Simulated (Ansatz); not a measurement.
# Au started in the widest void in zincblende SnC, 65 atoms, charge +1

Aim: the barrier for an atom's jump, from a relaxed start and a climbing-image band; single points by other levels frame it (PBEsol and HSE06).

Program: Ansatz 0.2.0, PAW, plane waves. These are calculated values, not measurements.

### Step 1. The system as built

65 atoms (32 Sn, 32 C, 1 Au); a = 10.068 Å, b = 10.068 Å, c = 10.068 Å, α = 90.00°, β = 90.00°, γ = 90.00°. All atoms were shaken off their sites by about 0.02 Å along each axis; atoms next to an added one may be pushed further to make room. Defect site 1: (0.500, 0.500, 0.750).

The runs, in order: (2) PBEsol relaxation at the single k point (¼, ¼, ¼), on 1 × NVIDIA GB300 Max-Q with 8 threads of Arm Neoverse-V2; (3) HSE06 single point at the single k point (¼, ¼, ¼), on 1 × NVIDIA GB300 Max-Q with 8 threads of Arm Neoverse-V2; (4) PBEsol band at the single k point (¼, ¼, ¼), on 1 × NVIDIA GB300 Max-Q with 8 threads of Arm Neoverse-V2.

### Step 2. Relaxation of the positions (PBEsol)

File in.yaml:

```yaml
crystal:
  lattice:
    - [10.067962, 0.000000, 0.000000]
    - [0.000000, 10.067962, 0.000000]
    - [0.000000, 0.000000, 10.067962]
  atoms:
    - { symbol: Sn, position: [0.998666, 0.001535, 0.000444] }
    - { symbol: Sn, position: [0.996796, 0.000847, 0.503470] }
    - { symbol: Sn, position: [0.997896, 0.500679, 0.997977] }
    - { symbol: Sn, position: [0.998398, 0.497168, 0.502379] }
    - { symbol: Sn, position: [0.502500, 0.999234, 0.999505] }
    - { symbol: Sn, position: [0.497516, 0.001749, 0.504411] }
    - { symbol: Sn, position: [0.501648, 0.497985, 0.000519] }
    - { symbol: Sn, position: [0.498919, 0.497184, 0.500997] }
    - { symbol: Sn, position: [0.249541, 0.251686, 0.000978] }
    - { symbol: Sn, position: [0.250592, 0.253134, 0.499138] }
    - { symbol: Sn, position: [0.250518, 0.749163, 0.996172] }
    - { symbol: Sn, position: [0.250675, 0.750359, 0.497279] }
    - { symbol: Sn, position: [0.748434, 0.252108, 0.000286] }
    - { symbol: Sn, position: [0.749300, 0.246627, 0.499675] }
    - { symbol: Sn, position: [0.746769, 0.750121, 0.999148] }
    - { symbol: Sn, position: [0.749659, 0.752078, 0.495253] }
    - { symbol: Sn, position: [0.246425, 0.998863, 0.247056] }
    - { symbol: Sn, position: [0.247438, 0.002970, 0.753500] }
    - { symbol: Sn, position: [0.250480, 0.501248, 0.250794] }
    - { symbol: Sn, position: [0.248483, 0.497736, 0.753826] }
    - { symbol: Sn, position: [0.748627, 0.001834, 0.252179] }
    - { symbol: Sn, position: [0.751869, 0.996182, 0.747145] }
    - { symbol: Sn, position: [0.751095, 0.504252, 0.247283] }
    - { symbol: Sn, position: [0.747297, 0.501550, 0.747589] }
    - { symbol: Sn, position: [0.002516, 0.248209, 0.248720] }
    - { symbol: Sn, position: [0.002220, 0.249677, 0.750479] }
    - { symbol: Sn, position: [0.002851, 0.749821, 0.244620] }
    - { symbol: Sn, position: [0.000218, 0.750473, 0.752568] }
    - { symbol: Sn, position: [0.500070, 0.250614, 0.250410] }
    - { symbol: Sn, position: [0.499109, 0.249478, 0.751476] }
    - { symbol: Sn, position: [0.500690, 0.750583, 0.248654] }
    - { symbol: Sn, position: [0.497662, 0.749557, 0.745820] }
    - { symbol: C, position: [0.128806, 0.125264, 0.123071] }
    - { symbol: C, position: [0.122981, 0.127353, 0.626347] }
    - { symbol: C, position: [0.124097, 0.625738, 0.126533] }
    - { symbol: C, position: [0.125772, 0.624028, 0.622672] }
    - { symbol: C, position: [0.624176, 0.123487, 0.123129] }
    - { symbol: C, position: [0.623373, 0.123212, 0.624146] }
    - { symbol: C, position: [0.621921, 0.623156, 0.126794] }
    - { symbol: C, position: [0.626123, 0.624869, 0.625555] }
    - { symbol: C, position: [0.372084, 0.378279, 0.125231] }
    - { symbol: C, position: [0.374888, 0.376394, 0.625201] }
    - { symbol: C, position: [0.377050, 0.875493, 0.123262] }
    - { symbol: C, position: [0.375055, 0.873575, 0.624871] }
    - { symbol: C, position: [0.875697, 0.372660, 0.127187] }
    - { symbol: C, position: [0.875505, 0.372485, 0.625577] }
    - { symbol: C, position: [0.874656, 0.876946, 0.121881] }
    - { symbol: C, position: [0.873978, 0.875444, 0.624712] }
    - { symbol: C, position: [0.376785, 0.125338, 0.373301] }
    - { symbol: C, position: [0.376376, 0.121980, 0.873854] }
    - { symbol: C, position: [0.376203, 0.628735, 0.374863] }
    - { symbol: C, position: [0.373982, 0.625924, 0.880387] }
    - { symbol: C, position: [0.877586, 0.127592, 0.376747] }
    - { symbol: C, position: [0.874223, 0.126285, 0.875195] }
    - { symbol: C, position: [0.873720, 0.626078, 0.378061] }
    - { symbol: C, position: [0.875226, 0.624502, 0.871614] }
    - { symbol: C, position: [0.127251, 0.379548, 0.372778] }
    - { symbol: C, position: [0.126587, 0.381252, 0.877423] }
    - { symbol: C, position: [0.125633, 0.875160, 0.376048] }
    - { symbol: C, position: [0.130142, 0.873806, 0.875448] }
    - { symbol: C, position: [0.621910, 0.373578, 0.377090] }
    - { symbol: C, position: [0.627456, 0.376179, 0.875001] }
    - { symbol: C, position: [0.622158, 0.876276, 0.373003] }
    - { symbol: C, position: [0.624618, 0.875352, 0.876456] }
    - { symbol: Au, position: [0.502697, 0.501460, 0.749745] }
  symmetry: { detect: false }
kpoints:
  mp_grid: { grid: [1, 1, 1], shift: [0.25, 0.25, 0.25] }
hamiltonian:
  xc: pbesol
total_charge: 1
scf:
  occupations: { method: fermi_dirac, width: 0.01 }
relax:
  f_tol: 0.03
  max_steps: 80
  escape_saddle: false
  adjacent_minimum: "off"
output:
  forces: true
  eigenvalues: true
  populations: true
  charged_corrections: { epsilon: 9 }
```

On the command line:

```bash
ansatz run in.yaml --threads 8 --pin off --max-ram 118750MiB --runs-dir r --events-out ev --progress --plain --backend cuda --devices 0,
```

The runs that follow: HSE06 single point; Nudged elastic band for the jump.

Q: Predict the outcome of this session. Wanted: for each run, top filled to lowest empty.

As calculated:

```
             level         time  top filled to lowest empty (eV)
PBEsol, relaxation  7.7 s (GPU)                             1.76
             HSE06   28 s (GPU)                             2.66
```

```
     quantity                             value
   relaxation  6 recorded steps, 3.13 eV gained
largest shift     0.19 Å (Sn8 and others alike)
```

**In words.** Relaxation gains 3.13 eV, with shifts up to 0.19 Å (Sn8 and others alike). Part of this undoes the random shake of the start. At the same k points, PBEsol gives a spacing 0.90 eV smaller than the 2.66 eV of HSE06. In a defect cell this spacing can involve defect levels, so it need not be the gap. No spin–orbit coupling is included; with elements this heavy it would shift the edges.
